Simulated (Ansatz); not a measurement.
BiTe in Ansatz: the effect of functional

The system is BiTe.

```
Bi Te
1.0
     0.00000    3.27757    3.27757
     3.27757    0.00000    3.27757
     3.27757    3.27757    0.00000
Bi Te
1 1
Direct
  0.00000 0.00000 0.00000
  0.50000 0.50000 0.50000
```

The cell isn't the ideal one: volume scaled by 1.04.

Alike in all runs:

| Property | Result |
| --- | --- |
| Program | Ansatz 0.2.0 |
| Task | single point |
| Potentials or basis | Ansatz PAW |
| k mesh | 7 × 7 × 7 |
| Occupations | fermi-dirac, width 0.05 eV |
| Spin | no spin polarisation |

| functional | cutoff | pressure (GPa) |
| --- | --- | --- |
| LDA | 420 eV (not typed: the program's choice for these potentials) | -4.2 |
| PBEsol | 420 eV (not typed: the program's choice for these potentials) | -3.2 |
| r2SCAN | 500 eV (not typed: the program's choice for these potentials) | ? |

Q: What does the run with functional r2SCAN give?

A: Pressure -1.7 GPa.

Caveats: the PAW data sets come from PBE, with cores solved anew for the run's functional, which leaves a small shift of forces and pressure.
